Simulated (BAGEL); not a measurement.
# [SiNH2F2]− (SMILES N[Si-](F)F): B3LYP/6-311+G(d,p) (density fitting with qzvpp-jkfit)

Aim: the energy change on altering one bond length of [SiNH2F2]− at B3LYP/6-311+G** (density fitting with qzvpp-jkfit), from 2 runs. 

The results are computed with BAGEL 1.2.2.

1 further run of the same task is left out (set aside as unsound or not needed).

## (1) The molecule

[SiNH2F2]−: 6 atoms, total charge -1, spin state singlet. As SMILES, `N[Si-](F)F`. The shape is that of a GFN2-xTB optimisation. This is one conformer, not always the lowest.

Bond lengths: N1–Si2 1.808 Å, Si2–F3 1.705 Å, Si2–F4 1.705 Å, N1–H5 1.013 Å, N1–H6 1.013 Å. Angles: N1–Si2–F3 95.8°, N1–Si2–F4 96.0°, F3–Si2–F4 94.3°, Si2–N1–H5 112.3°, Si2–N1–H6 112.4°, H5–N1–H6 107.5°.

## (2) A single-point energy at B3LYP/6-311+G(d,p) (density fitting with qzvpp-jkfit)

calc.json

```json
{ "bagel": [

{
  "title": "molecule",
  "basis": "6-311+gss.json",
  "df_basis": "qzvpp-jkfit",
  "angstrom": true,
  "geometry": [
    { "atom": "N", "xyz": [   -0.266510,    0.819350,    0.078260 ] },
    { "atom": "Si", "xyz": [    0.644640,   -0.685540,   -0.340940 ] },
    { "atom": "F", "xyz": [    0.596070,   -1.356640,    1.225280 ] },
    { "atom": "F", "xyz": [   -0.706840,   -1.563700,   -0.897650 ] },
    { "atom": "H", "xyz": [    0.267330,    1.437590,    0.678000 ] },
    { "atom": "H", "xyz": [   -0.534690,    1.348950,   -0.742950 ] }
  ]
},
{ "title": "ks", "xc_func": "b3lyp", "charge": -1 },
{ "title": "print", "file": "orbitals.molden", "orbitals": true }

]}
```

The basis set 6-311+G** is read from a file made from the Basis Set Exchange's data (not shown).

Command:

```bash
$ BAGEL_NUM_THREADS=1 BAGEL calc.json > calc.out
```

Output:

```text
* using 1 threads per process

  ===============================================================
  ===============================================================

  *** Geometry ***

  { "atom" : "N", "xyz" : [     -0.503631,      1.548347,      0.147890 ] },
  { "atom" : "Si", "xyz" : [      1.218193,     -1.295483,     -0.644283 ] },
  { "atom" : "F", "xyz" : [      1.126409,     -2.563678,      2.315444 ] },
  { "atom" : "F", "xyz" : [     -1.335734,     -2.954965,     -1.696313 ] },
  { "atom" : "H", "xyz" : [      0.505180,      2.716651,      1.281234 ] },
  { "atom" : "H", "xyz" : [     -1.010418,      2.549146,     -1.403972 ] },

  Number of auxiliary basis functions:      395

  Since a DF basis is specified, we compute 2- and 3-index integrals:
    o Being stored without compression. Storage requirement is 0.037 GB

  Number of basis functions:      108
  Number of electrons      :       41

    * METHOD: MOLECULE                             0.19

  *** Kohn-Sham DFT ***

    * Removing 10008 points whose weight is below 1.00e-10
    * Grid points: 79428

  === Nuclear Repulsion ===
   169.4295606867

       - DIIS with orbital gradients will be used.

  === KS iteration (b3lyp / 6-311+gss.json) ===
      0       -444.31670237          0.32170291           0.37
      1       -340.83769684          0.20909790           0.37
      2       -475.89384440          0.25721944           0.37
      3       -513.16221262          0.14604891           0.36
      4       -542.20743428          0.09066805           0.36
      5       -537.71141160          0.10348428           0.35
      6       -541.87896692          0.09143684           0.37
      7       -523.24820429          0.16491087           0.37
      8       -545.07040850          0.02882529           0.37
      9       -545.31658075          0.01728997           0.36
     10       -545.41244816          0.00281209           0.35
     11       -545.41588047          0.00107148           0.34
     12       -545.41618148          0.00042761           0.36
     13       -545.41624666          0.00015518           0.39
     14       -545.41625439          0.00004108           0.36
     15       -545.41625496          0.00001450           0.36
     16       -545.41625503          0.00000221           0.35
     17       -545.41625503          0.00000084           0.35
     18       -545.41625503          0.00000056           0.36
     19       -545.41625503          0.00000023           0.36
     20       -545.41625503          0.00000006           0.36
     21       -545.41625503          0.00000004           0.37
     22       -545.41625503          0.00000001           0.36
    * SCF iteration converged.

    * Permanent dipole moment:
           (    0.103698,    -0.853967,    -0.017313) a.u.

    * METHOD: KS                                   8.72

    * METHOD: PRINT                                0.03

  ===============================================================
```

It took 9.3 s on 1 thread of Arm Neoverse V1, shared host; peak memory 0.4 GiB.

## (3) The distorted shape at the same level

calc.json

```json
{ "bagel" : [

{
  "title" : "molecule",
  "basis" : "6-311+gss.json",
  "df_basis" : "qzvpp-jkfit",
  "angstrom" : true,
  "geometry" : [
    { "atom" : "N", "xyz" : [   -0.208226,    1.624671,   -1.801207 ] },
    { "atom" : "Si", "xyz" : [    0.702924,    0.119781,   -2.220407 ] },
    { "atom" : "F", "xyz" : [    0.596070,   -1.356640,    1.225280 ] },
    { "atom" : "F", "xyz" : [   -0.648556,   -0.758379,   -2.777117 ] },
    { "atom" : "H", "xyz" : [    0.325614,    2.242911,   -1.201467 ] },
    { "atom" : "H", "xyz" : [   -0.476406,    2.154271,   -2.622417 ] }
  ]
},
{
  "title" : "ks",
  "xc_func" : "b3lyp",
  "charge" : -1
},
{
  "title" : "print",
  "file" : "orbitals.molden",
  "orbitals" : true
}

]}
```

The basis set 6-311+G** is read from a file made from the Basis Set Exchange's data (not shown).

Command:

```bash
$ BAGEL_NUM_THREADS=1 BAGEL calc.json > calc.out
```

Output:

```text
* using 1 threads per process

  ===============================================================
  ===============================================================

  *** Geometry ***

  { "atom" : "N", "xyz" : [     -0.393490,      3.070183,     -3.403788 ] },
  { "atom" : "Si", "xyz" : [      1.328334,      0.226353,     -4.195961 ] },
  { "atom" : "F", "xyz" : [      1.126409,     -2.563678,      2.315444 ] },
  { "atom" : "F", "xyz" : [     -1.225593,     -1.433129,     -5.247991 ] },
  { "atom" : "H", "xyz" : [      0.615321,      4.238488,     -2.270444 ] },
  { "atom" : "H", "xyz" : [     -0.900277,      4.070982,     -4.955650 ] },

  Number of auxiliary basis functions:      395

  Since a DF basis is specified, we compute 2- and 3-index integrals:
    o Being stored without compression. Storage requirement is 0.037 GB

  Number of basis functions:      108
  Number of electrons      :       41

    * METHOD: MOLECULE                             0.18

  *** Kohn-Sham DFT ***

    * Removing 8472 points whose weight is below 1.00e-10
    * Grid points: 80964

  === Nuclear Repulsion ===
   134.9701209410

       - DIIS with orbital gradients will be used.

  === KS iteration (b3lyp / 6-311+gss.json) ===
      0       -448.65799420          0.31693025           0.37
      1       -409.06853990          0.18142059           0.35
      2       -428.14868886          0.24672794           0.36
      3       -520.21377216          0.16554724           0.35
      4       -501.71909746          0.14053613           0.36
      5       -523.93300105          0.16515356           0.36
      6       -529.92519733          0.13499115           0.36
      7       -498.37049729          0.12174458           0.35
      8       -538.59706181          0.10172369           0.36
      9       -531.74696008          0.05944653           0.36
     10       -537.27121257          0.07875133           0.35
     11       -541.10271790          0.07610142           0.35
     12       -542.28153267          0.06232530           0.35
     13       -522.79133053          0.11718565           0.34
     14       -540.26511442          0.08863489           0.36
     15       -516.90504710          0.08096447           0.35
     16       -540.34762646          0.07988169           0.36
     17       -540.83467192          0.07663129           0.36
     18       -536.01445705          0.10542483           0.36
     19       -527.11649055          0.12018226           0.37
     20       -523.48349370          0.12219881           0.36
     21       -513.17391766          0.10788900           0.37
     22       -543.73282433          0.05501797           0.37
     23       -543.51683636          0.05071007           0.37
     24       -544.29595222          0.04351549           0.37
     25       -545.05572832          0.02691194           0.36
     26       -545.29617922          0.00775017           0.37
     27       -545.31754817          0.00203928           0.37
     28       -545.31949386          0.00028863           0.36
     29       -545.31953576          0.00010225           0.36
     30       -545.31954167          0.00001515           0.36
     31       -545.31954175          0.00000829           0.36
     32       -545.31954179          0.00000286           0.36
     33       -545.31954178          0.00000322           0.37
     34       -545.31954179          0.00000154           0.35
     35       -545.31954179          0.00000053           0.36
     36       -545.31954179          0.00000008           0.36
     37       -545.31954179          0.00000006           0.37
     38       -545.31954179          0.00000002           0.36
     39       -545.31954179          0.00000000           0.37
    * SCF iteration converged.

    * Permanent dipole moment:
           (   -0.025220,    -2.823789,     4.069219) a.u.

    * METHOD: KS                                  14.87

    * METHOD: PRINT                                0.03

  ===============================================================
```

Run time: 15 s. Hardware: 1 thread of Arm Neoverse V1, shared host; peak memory 0.41 GiB.

## (4) Outcome

At B3LYP/6-311+G** (density fitting with qzvpp-jkfit):

```
                                                              quantity          value
                                             first shape: total energy  -545.41626 Eh
                                              first shape: HOMO energy       -0.27 eV
                                              first shape: LUMO energy        3.66 eV
    first shape: HOMO–LUMO gap (to an unbound level, set by the basis)        3.93 eV
                                         distorted shape: total energy  -545.31954 Eh
                                          distorted shape: HOMO energy       -0.75 eV
                                          distorted shape: LUMO energy        1.48 eV
distorted shape: HOMO–LUMO gap (to an unbound level, set by the basis)        2.23 eV
    energy change with the Si2–F3 bond stretched from 1.705 to 3.750 Å       2.632 eV
```

In words: With the Si2–F3 bond stretched from 1.705 to 3.750 Å the energy rises by 2.63 eV (254 kJ/mol). The first shape isn't relaxed at this level, so the change isn't measured from a minimum.
